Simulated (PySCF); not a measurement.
# [Bi(H2O)]3+: other functionals and bases at one geometry

An exercise on one series of results from a longer session: the logs are not shown, and one member is left open.

The runs use PySCF 2.14.0; several levels, as the steps say, no spin–orbit coupling.

1 further run of the same task is left out (for a known fault of the program).

## The system as given

4 atoms, charge 3, spin multiplicity 1.

Bond lengths: Bi1–O2 2.184 Å, O2–H3 1.011 Å, O2–H4 1.011 Å. Angles: Bi1–O2–H3 127.2°, Bi1–O2–H4 127.2°, H3–O2–H4 105.7°.

Coordinates:

```
Bi    0.0000    0.0000   -0.1114
O     0.0000    0.0000    2.0728
H     0.8059    0.0000    2.6839
H    -0.8059    0.0000    2.6839
```

Formal oxidation states: Bi +3. An earlier session relaxed this geometry at PBE0, Bi def2-SVP with ECP60, O def2-SVP, H def2-SVP (singlet, point group C2v).

At PBE0 on the finer grid: E = -289.340738 Eh, HOMO -29.39 eV, LUMO -23.99 eV, Mulliken charge on Bi1 +2.51 e, largest force component 0.001 eV/Å. 

Levels to run: TPSSh; wB97X; PBE0, TZVP. Hardware: 2 threads of Intel Xeon Platinum 8488C (Sapphire Rapids), shared host.

Set-up of the first run:

File run.py (the lines that set the calculation):

```python
mol = gto.M(atom='''
Bi     0.00000     0.00000    -0.11145
O      0.00000     0.00000     2.07281
H      0.80591     0.00000     2.68386
H     -0.80591     0.00000     2.68386''',
    basis={'Bi': 'def2-SVP', 'O': 'def2-SVP', 'H': 'def2-SVP'},
    ecp={'Bi': 'def2-SVP'},
    charge=3, spin=0)
mf = dft.RKS(mol, xc='TPSSH')
mf.grids.atom_grid = (75, 302)
mf = mf.density_fit()  # fitting sets: Bi def2-universal-JKFIT, O def2-universal-JKFIT, H def2-universal-JKFIT
mf.conv_tol = 1e-08; mf.max_cycle = 55
mf.kernel(dm0)  # dm0: the density of the relaxed state
```

The run is started by

```
> OMP_NUM_THREADS=2 python run.py
```

Steps of the session up to this table: TPSSh; wB97X; PBE0, TZVP.

One table of the session follows, with a row left open; its other results are not shown here.

```
              level  HOMO (eV)  gap (eV)  charge on Bi1 (e)  dipole (D)  largest force component (eV/Å)
PBE0 (relaxed here)     -29.39      5.40               2.51        5.82                            0.00
              TPSSh     -28.48      4.13               2.49        5.98                            0.21
              wB97X          ?         ?                  ?           ?                               ?
         PBE0, TZVP     -29.37      5.42               2.49        5.91                            0.71
```

Estimate the missing values for wB97X.

As computed: HOMO (eV): -31.84; gap (eV): 10.04; charge on Bi1 (e): 2.52; dipole (D): 5.65; largest force component (eV/Å): 0.10. In the column «HOMO (eV)» it is the lowest.

The dipole of a charged species depends on the origin, so these sizes hold for this origin alone.

In one basis the HOMO–LUMO gap runs from 4.13 eV (TPSSh) to 10.04 eV (wB97X). The largest leftover force, 0.71 eV/Å with PBE0, TZVP, stands at a geometry relaxed at another level. Total energies of different levels can't be compared.
